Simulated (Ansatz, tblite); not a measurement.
CuF: GFN1-xTB, run from Python

These are simulated results from tblite 0.8.0, not measurements. The cell was built from a prototype and was relaxed with r2SCAN in plane waves (Ansatz 0.2.0). Not every such cell is a known phase. All runs are without spin polarisation.

It is hexagonal, P6_3/mmc (No. 194); a = 2.763 Å, c = 6.402 Å in the conventional setting, 10.58 Å³ an atom. Cu is surrounded by 6 F at 2.26 Å; F is surrounded by 6 Cu at 2.26 Å.

tblite solves periodic systems at the zone centre alone, so the script builds a cluster of 4×4×2 conventional cells (128 atoms), which folds in a coarse mesh of k points.

Input script:

```python
import json
from ase import Atoms
from ase.build import make_supercell
from ase.units import Bohr, GPa, Hartree
from tblite.interface import Calculator

atoms = Atoms(['Cu', 'Cu', 'F', 'F'],
              cell=[[2.762536, 0.0, 0.0], [-1.381268, 2.392427, 0.0], [0.0, 0.0, 6.401983]],
              scaled_positions=[[-0.0, -0.0, -0.0], [-0.0, -0.0, 0.5], [0.333333, 0.666667, 0.25], [0.666667, 0.333333, 0.75]],
              pbc=True)
cluster = make_supercell(atoms, [[4, 0, 0], [0, 4, 0], [0, 0, 2]])
calc = Calculator('GFN1-xTB', cluster.numbers, cluster.positions / Bohr, lattice=cluster.cell[:] / Bohr, periodic=cluster.pbc)
calc.set('temperature', 0.02 / Hartree)
calc.set('max-iter', 150)
res = calc.singlepoint()
levels = res.get('orbital-energies') * Hartree
nv = round(res.get('orbital-occupations').sum() / 2)
cells = len(cluster) // len(atoms)
out = {'energy_per_cell': res.get('energy') * Hartree / cells, 'homo': levels[nv - 1], 'lumo': levels[nv],
       'stress': (-res.get('virial') * Hartree / cluster.get_volume() / GPa).tolist(), 'charges': res.get('charges')[:len(atoms)].tolist(), 'electrons': 2 * nv / cells}
json.dump(out, open('results.json', 'w'))
for key, value in out.items():
    print(key, value)
```

Command: `python run.py`. It took 6.2 s on 1 thread of Arm Neoverse V2, with other jobs on the host, peak memory 0.19 GiB.

What it printed:

```
------------------------------------------------------------
  cycle        total energy    energy error   density error
------------------------------------------------------------
      1     -618.6925241040  -6.1794909E+02   9.9944652E-01
      2     -621.9671987213  -3.2746746E+00   5.6810922E-01
      3     -621.9597457677   7.4529537E-03   1.2179011E-01
      4     -621.9805720427  -2.0826275E-02   4.6392653E-03
      5     -621.9807605767  -1.8853396E-04   2.6866782E-03
      6     -621.9810661112  -3.0553453E-04   5.4672278E-04
      7     -621.9810810126  -1.4901404E-05   7.8551381E-06
      8     -621.9810810223  -9.6273425E-09   4.4856928E-06
------------------------------------------------------------

 total:                                   5.647 sec
energy_per_cell -528.9052279859462
homo -11.693787029730283
lumo -11.55863436886193
stress [[2.045978092700707, 5.9243750560250414e-05, 1.5224892924596775e-06], [5.9243750560265186e-05, 2.0460338552349087, 1.3336287509792947e-06], [1.5224892924690976e-06, 1.3336287509815114e-06, -3.5785343436954102]]
charges [0.3294509637798957, 0.32945211115535844, -0.3294546412949171, -0.32945792066601043]
electrons 36.0
```

The cycle table is in hartree for the whole cluster, and the lines after it are in eV (the energy for one cell). The printed stress is in GPa and positive in compression, and the pressure is its mean diagonal.

GFN1-xTB gives a gap of 0.14 eV. On the same cell, plane-wave PBE (Ansatz, 12×12×4 k points and the special points) gives no gap (an overlap of 0.44 eV at the points read) and r2SCAN no gap (an overlap of 0.40 eV at the points read); on shared hosts these took about 3.6 and 10 core-seconds on the 4-atom cell, against 6.2 for the script. xTB was fitted to molecules, so gaps, charges and pressures of solids can be far off, and the gap also depends on the size of the cluster.

The same script was run on cells scaled at fixed shape and fractional coordinates:

| volume (Å³/atom) | energy (meV/atom) | pressure (GPa, positive in compression) | gap (eV) |
| --- | --- | --- | --- |
| 9.31 | 63.3 | 17.81 | 0.38 |
| 9.94 | 14.4 | 7.50 | 0.24 |
| 10.58 | 0.0 | 0.17 | 0.14 |
| 11.21 | 10.2 | -5.03 | 0.06 |
| 11.85 | 38.0 | -8.79 | 0.00 |

A Birch-Murnaghan fit puts the minimum at 10.60 Å³/atom, 0.2 % above the given cell, with a bulk modulus of 102 GPa at fixed shape.

xTB was fitted mostly to molecules, and a small cluster samples few k points, so gaps, pressures and kinks along a curve can be far from a solid's.
